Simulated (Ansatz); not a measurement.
**C: further runs on the relaxed cell**

An exercise on one series of results from a longer session: the logs are not shown, and one member is left open.

A COD entry behind a cell of this session may itself be a prediction, so a difference from it is no test against experiment.

Program: Ansatz 0.2.0. Level of theory: DFT LDA, scalar-relativistic, plane waves, PAW. These are calculated values, not measurements.

## The starting structure

The structure is trigonal, space group R-3m (No. 166). The conventional cell has a = 2.493 Å, b = 2.493 Å, c = 42.995 Å, α = 90.00°, β = 90.00°, γ = 120.00°. C (site symmetry 3m) is surrounded by 4 C at 1.53 Å. C (site symmetry 3m) has 4 C at 1.53 to 1.55 Å in its first shell of neighbours.

As a file:

```
CELL_PARAMETERS angstrom
1.24651 0.71967 14.33179
-1.24651 0.71967 14.33179
0.00000 -1.43934 14.33179
ATOMIC_POSITIONS crystal
C 0.01778 0.01778 0.01778
C 0.98222 0.98222 0.98222
C 0.17260 0.17260 0.17260
C 0.82740 0.82740 0.82740
C 0.20814 0.20814 0.20814
C 0.79186 0.79186 0.79186
C 0.26814 0.26814 0.26814
C 0.73186 0.73186 0.73186
C 0.30368 0.30368 0.30368
C 0.69632 0.69632 0.69632
C 0.41047 0.41047 0.41047
C 0.58953 0.58953 0.58953
C 0.44658 0.44658 0.44658
C 0.55342 0.55342 0.55342
```

It is the result of an earlier relaxation at this level (volume 5.51 Å³/atom; gap on the mesh: 4.47 eV).

The first run:

The input, input.yaml:

```yaml
crystal:
  lattice:
    - [1.2339133667, 0.7124002144, 14.1870140178]
    - [-1.2339133667, 0.7124002144, 14.1870140178]
    - [0.0, -1.4248004288, 14.1870140178]
  atoms:
    - { symbol: C, position: [0.0177810079, 0.0177810079, 0.0177810079] }
    - { symbol: C, position: [0.9822189921, 0.9822189921, 0.9822189921] }
    - { symbol: C, position: [0.1726037484, 0.1726037484, 0.1726037484] }
    - { symbol: C, position: [0.8273962516, 0.8273962516, 0.8273962516] }
    - { symbol: C, position: [0.2081402473, 0.2081402473, 0.2081402473] }
    - { symbol: C, position: [0.7918597527, 0.7918597527, 0.7918597527] }
    - { symbol: C, position: [0.2681431695, 0.2681431695, 0.2681431695] }
    - { symbol: C, position: [0.7318568305, 0.7318568305, 0.7318568305] }
    - { symbol: C, position: [0.3036826067, 0.3036826067, 0.3036826067] }
    - { symbol: C, position: [0.6963173933, 0.6963173933, 0.6963173933] }
    - { symbol: C, position: [0.4104716778, 0.4104716778, 0.4104716778] }
    - { symbol: C, position: [0.5895283222, 0.5895283222, 0.5895283222] }
    - { symbol: C, position: [0.4465776036, 0.4465776036, 0.4465776036] }
    - { symbol: C, position: [0.5534223964, 0.5534223964, 0.5534223964] }
basis:
  ecutwfc: 420
kpoints:
  mp_grid: { grid: [12, 12, 12] }
hamiltonian:
  xc: lda
scf:
  occupations: { method: gaussian, width: 0.02 }
output:
  forces: true
  stress: true
  eigenvalues: true
relax:
  adjacent_minimum: "off"
  f_tol: 0.01
  max_steps: 30
  cell: { stress_tol: 0.1, fix: [volume] }
```

On the command line:

```sh
ansatz run input.yaml --threads 4 --pin off --max-ram 10240MiB --backend cpu --events-out ev --progress --plain --runs-dir out
```

Among the steps run: The cell scaled to 0.97 of its volume; The cell scaled to 1.03 of its volume; Point at V/V0 = 0.94; Volume × 1.06; Volume × 0.91; The cell scaled to 1.10 of its volume; The cell scaled to 0.88 of its volume.

One of the session's tables, all rows but one given; the rest of the session is left out.

It belongs to the step «Equation of state». 

```
volume (Å³/atom)  energy above the lowest point (meV/atom)  pressure (GPa)  gap on the mesh (eV)
           4.849                                     140.8           75.28                  4.82
           5.014                                         ?               ?                     ?
           5.179                                      31.8           32.36                  4.64
           5.345                                       7.6           15.05                  4.56
           5.510                                       0.0            0.00                  4.47
           5.675                                       6.9          -13.09                  4.39
           5.841                                      26.4          -24.48                  4.32
           6.061                                      69.2          -37.38                  4.23
```

Q: Estimate the row for volume (Å³/atom) = 5.014 from the others.

Worked estimate for «energy above the lowest point (meV/atom)». A straight line through the neighbours (4.849, 140.8) and (5.179, 31.8) gives 140.8 + (31.8 − 140.8) × (5.014 − 4.849) / (5.179 − 4.849) = 86.3; a parabola fitted to 3 rows on both sides gives 76.2.

**Answer.** energy above the lowest point (meV/atom): 75.3; pressure (GPa): 52.30; gap on the mesh (eV): 4.73. In «energy above the lowest point (meV/atom)» the line misses by +11.0 and the parabola by +0.9.
